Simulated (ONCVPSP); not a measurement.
# Pseudopotential generation for cerium: ONCV, LDA (Perdew-Wang 92)

Do these settings give a usable potential? It is generated, then checked for transferability, scattering, ghosts and hardness.

Program: ONCVPSP 4.0.1. Reference atom: LDA (Perdew-Wang 92), scalar-relativistic, spherical and spin-unpolarised. All values are calculated.

**1. Starting point**

Typed settings, in words:

- element: cerium (Ce, Z = 58)
- type: optimised norm-conserving Vanderbilt (ONCV)
- frozen core: [Kr] 4d10
- valence charge: 12
- reference configuration: 4f1 5s2 5p6 5d1 (charge +2)
- partial waves: 5s: rc 2.65 bohr, ncon 3, nbas 7, qcut 5.4 1/bohr, 3 projectors, debl 0.9 Ha; 5p: rc 2.60 bohr, ncon 4, nbas 8, qcut 4.9 1/bohr, 2 projectors, debl 0.5 Ha; 5d: rc 3.10 bohr, ncon 4, nbas 9, qcut 4 1/bohr, 3 projectors, debl 1.7 Ha; 4f: rc 1.25 bohr, ncon 5, nbas 10, qcut 11.3 1/bohr, local
- local potential: the f channel
- core correction: polynomial model core, fcfact 0.45

The outer shells as boxes (Hund's rule for the drawing; the calculation is spin-unpolarised):

```
[Kr] core
4d [↑↓][↑↓][↑↓][↑↓][↑↓]
4f [↑ ][  ][  ][  ][  ][  ][  ]
5s [↑↓]
5p [↑↓][↑↓][↑↓]
5d [↑ ][  ][  ][  ][  ]
```

An earlier all-electron run gives the scale for the radii.

All-electron outer shells of the reference configuration (LDA (PZ), scalar-relativistic, ld1.x):

```tsv
shell	level (eV)	outermost node (bohr)	outermost maximum (bohr)
5s	-53.61	0.75	1.37
5p	-36.10	0.81	1.53
4f	-18.52	–	0.71
5d	-15.03	0.92	2.10
6s	-13.93	1.79	3.33
6p	-10.08	2.08	4.01
```

**2. Generating the potential**

Contents of Ce.dat:

```
# ATOM AND REFERENCE CONFIGURATION
# atsym  z   nc   nv     iexc    psfile
  Ce 58.00    9    4  -001012      upf
#
#   n    l    f
    1    0    2.00
    2    0    2.00
    2    1    6.00
    3    0    2.00
    3    1    6.00
    3    2   10.00
    4    0    2.00
    4    1    6.00
    4    2   10.00
    4    3    1.00
    5    0    2.00
    5    1    6.00
    5    2    1.00
#
# PSEUDOPOTENTIAL AND OPTIMIZATION
# lmax
    3
#
#   l,   rc,      ep,       ncon, nbas, qcut
    0    2.65    0.00    3    7    5.40
    1    2.60    0.00    4    8    4.90
    2    3.10    0.00    4    9    4.00
    3    1.25    0.00    5   10   11.30
#
# LOCAL POTENTIAL
# lloc, lpopt,  rc(5),   dvloc0
    3    5    1.25    0.00
#
# VANDERBILT-KLEINMAN-BYLANDER PROJECTORs
# l, nproj, debl
    0    3    0.90
    1    2    0.50
    2    3    1.70
    3    0    2.90
#
# MODEL CORE CHARGE
# icmod, fcfact, rcfact
    1    0.45    0.00
#
# LOG DERIVATIVE ANALYSIS
# epsh1, epsh2, depsh
   -3.00    5.00    0.02
#
# OUTPUT GRID
# rlmax, drl
    6.00    0.01
#
# TEST CONFIGURATIONS
# ncnf
    4
# nvcnf
#   n    l    f
    5
    4    3    1.00
    5    0    2.00
    5    1    6.00
    5    2    1.00
    6    0    2.00
#
    5
    4    3    1.00
    5    0    2.00
    5    1    6.00
    5    2    1.00
    6    0    1.00
#
    4
    4    3    1.00
    5    0    2.00
    5    1    6.00
    5    2    0.00
#
    5
    4    3    1.00
    5    0    2.00
    5    1    6.00
    5    2    0.00
    6    0    2.00
#
```

Command:

```sh
$ oncvpsp.x < Ce.dat > Ce.out
```

**Question.** What will these runs give? Wanted: cutoffs for 1 and 0.1 mHa per electron, occupied waves; bound ghosts; GHOST(+) flags; largest test error; largest phase difference near zero energy, channels read; rms error of d²Exc/dn², without and with the model core; projector energies reset by the program.

The runs gave:

```
                                                quantity                                            value
  cutoffs for 1 and 0.1 mHa per electron, occupied waves                                136 Ha and 264 Ha
                                            bound ghosts                 s at -450.15 eV, p at -130.52 eV
                                          GHOST(+) flags                         s at 152 eV, d at 103 eV
                            largest test error (AE − PS)                -9.3 meV, for 4f1 5s2 5p6 5d0 6s2
largest phase difference near zero energy, channels read                                        0.022 rad
 rms error of d²Exc/dn², without and with the model core                               17.96 and 2.58 mHa
                 projector energies reset by the program  s: -1.970, 0.050, 0.950 Ha; p: -1.327, 0.250 Ha
```

**Reading.** It has a bound ghost (s, p), a state that the atom doesn't have, and that rules the file out. The worst unpolarised test, 4f1 5s2 5p6 5d0 6s2, is off by 9.3 meV on 11.1 eV; by total energies transferability rates as good. Atomic tests can pass in spite of a ghost, since they solve only for the levels asked. By its cutoff, 136 Ha for the looser tolerance, it is very hard. At the looser tolerance the 4f wave is the slowest; 5s needs 8 Ha. Near zero energy the phases of the channels with partial waves agree within 0.022 rad. The program also flags highly localised states, GHOST(+) (s, d). These are tests on the free atom; a crystal test is still owed.
